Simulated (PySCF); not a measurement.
# CrH₄⁻: structure of the doublet

Where does doublet CrH₄⁻ go from a tetrahedral start, is the end point a minimum, and what are its modes, charges and moments?

The runs use PySCF 2.14.0; PBE0, basis Cr def2-TZVPD, H def2-TZVPD, no relativity, density fitting.

**1. The starting structure**

5 atoms, charge -1, spin multiplicity 2.

Bond lengths: Cr1–H2 1.540 Å, Cr1–H3 1.540 Å, Cr1–H4 1.540 Å, Cr1–H5 1.540 Å. Angles: H2–Cr1–H3 109.5°, H2–Cr1–H4 109.5°, H2–Cr1–H5 109.5°, H3–Cr1–H4 109.5°, H3–Cr1–H5 109.5°, H4–Cr1–H5 109.5°.

Coordinates in bohr (charge -1 multiplicity 2):
```
Cr    0.0000    0.0000    0.0000
H     2.3762   -0.0001    1.6802
H    -2.3762    0.0000    1.6802
H     0.0001    2.3762   -1.6801
H    -0.0001   -2.3761   -1.6803
```

**2. Tetrahedral start, doublet: relaxation**

The steps below are one call of a driver around PySCF. For each, scf.py gives the equivalent set-up of the SCF; relaxations use the driver's own optimiser. Before each start the driver seeks the lowest SCF state from one or more starting densities and follows internal instabilities, so scf.py alone need not reach the same state.

The program finds Td symmetry in the start, which this walk keeps. Threshold on the gradient: 0.0003 Eh/bohr, with a further test on the energy change.

scf.py

```python
from pyscf import gto, scf, dft
mol = gto.M(atom='''
Cr     0.000000     0.000000    -0.000000
H      1.257412    -0.000059     0.889125
H     -1.257412    -0.000000     0.889125
H      0.000029     1.257441    -0.889083
H     -0.000029    -1.257383    -0.889166''',
    basis={'Cr': 'def2-TZVPD', 'H': 'def2-TZVPD'},
    charge=-1, spin=1)
mf = dft.UKS(mol, xc='PBE0')
mf.grids.atom_grid = (50, 194)
aux = {'Cr': 'def2-universal-JKFIT', 'H': 'def2-universal-JKFIT'}
mf = mf.density_fit(auxbasis=aux)
mf.kernel()
```

Further steps of the session: Relaxing without the symmetry constraint; Vibrations and properties at this point; Downhill along the imaginary mode; Frequencies.

What does the calculation give? Wanted: minimum; geometry; wavenumbers; dipole moment; highest occupied, lowest empty level; polar-tensor charge of Cr1; zero-point energy; ⟨S²⟩.

As calculated:

```
                                          quantity                                                                  value
                                           minimum                                        broken-symmetry (Ms = 1/2), D2d
                                          geometry               Cr–H 1.675 Å (×4); H–Cr–H 88.7° (×2), H–Cr–H 120.8° (×4)
                                wavenumbers (cm⁻¹)  240 (e), 500 (b1), 631 (b2), 671 (a1), 1465 (e), 1552 (b2), 1627 (a1)
                    dipole moment (centre of mass)                                                                 0.00 D
highest occupied, lowest empty level (either spin)                                                         -0.13, 3.14 eV
                        polar-tensor charge of Cr1                                                                +0.77 e
                                 zero-point energy                                                            50.2 kJ/mol
                               entropy at 298.15 K                                                        247.9 J/(mol K)
                                              ⟨S²⟩                                                                  1.770
```

The tetrahedral start (Td) ends in a minimum of D2d symmetry, after a first stop at a saddle point 2.6 kJ/mol higher, from which it was pushed off along an imaginary mode. The determinant is spin-contaminated (⟨S²⟩ = 1.77 against 0.75), so it is no pure spin state. The strongest infrared band lies at 1465 cm⁻¹ (e, stretch). Other starts or spin states, not run here, may lie lower. Open d and f shells are described by one determinant, and the ground state may have another occupation or spin.
